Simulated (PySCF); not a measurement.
**C₅H₁₁FSi: electronic excitations**

Aim: predict the electronic excitations of C₅H₁₁FSi (`CC1(C)C[C@H](F)[SiH2]1`).

The runs use PySCF 2.14.0, with density-fitted response routines of our own; the level of theory stands in each step. All values are computed, except where a source is named. Atoms count from 0, in the outputs and in this text.

### 1 The molecule as given

18 atoms, charge 0, multiplicity 1; geometry from: GFN2-xTB.

Bonds of the start (Å): C0–C1 1.52, C1–C2 1.53, C1–C3 1.55, C3–C4 1.54, C4–F5 1.39, C4–Si6 1.93, Si6–C1 1.93, C0–H7 1.09, C0–H8 1.09, C0–H9 1.09, C2–H10 1.09, C2–H11 1.09, C2–H12 1.09, C3–H13 1.09, C3–H14 1.09, C4–H15 1.09, Si6–H16 1.46, Si6–H17 1.46.

### 2 TDDFT and polarisability: CAM-B3LYP/def2-SVPD

Job settings and geometry (Å):

```
{"job": {"kind": "uv", "xc": "CAM-B3LYP", "basis": "def2-SVPD", "nstates": 8, "ntriplets": 3}, "charge": 0, "multiplicity": 1}
C     -1.464156    -1.115313    -0.227043
C     -0.417711    -0.053349     0.087303
C     -1.104257     1.203019     0.615920
C      0.488353     0.280283    -1.125091
C      1.862054     0.269213    -0.438804
F      2.813208    -0.440062    -1.156348
Si     1.123210    -0.586916     1.125522
H     -2.148815    -0.759049    -0.996923
H     -2.045584    -1.353605     0.661559
H     -0.996131    -2.030698    -0.582788
H     -1.811402     1.587561    -0.119379
H     -1.651897     0.985377     1.530738
H     -0.376955     1.983490     0.830351
H      0.241472     1.221455    -1.615954
H      0.455352    -0.513288    -1.870979
H      2.288122     1.267397    -0.305206
H      1.359195     0.083143     2.402006
H      1.377180    -2.022340     1.173459
```

With the program's defaults for keys left out, this is: TDDFT CAM-B3LYP/def2-SVPD, vertical, gas phase, core orbitals frozen in the response.

Command:

```bash
$ OMP_NUM_THREADS=1 python probes_run.py task.json out
```

One launch serves the whole session: the jobs run in the order shown.

What will the session give for the following? lowest singlet (CAM-B3LYP/def2-SVPD); brightest single state of those computed; lowest triplet. Wanted: lowest singlet; brightest single state of those computed; lowest triplet.

The runs gave:

| quantity | value |
| --- | --- |
| lowest singlet (CAM-B3LYP/def2-SVPD) | 6.67 eV (186 nm), f = 0.056 |
| brightest single state of those computed | state 7, 7.93 eV, f = 0.089 |
| lowest triplet | 5.77 eV |

The lowest singlet, at 6.67 eV, is HOMO→LUMO 0.89 and is bright; of the 8 states computed, the strongest absorption comes from state 7 at 7.93 eV. The lowest triplet lies 0.90 eV below the lowest singlet (triplets in Tamm-Dancoff, singlets in full TDDFT).
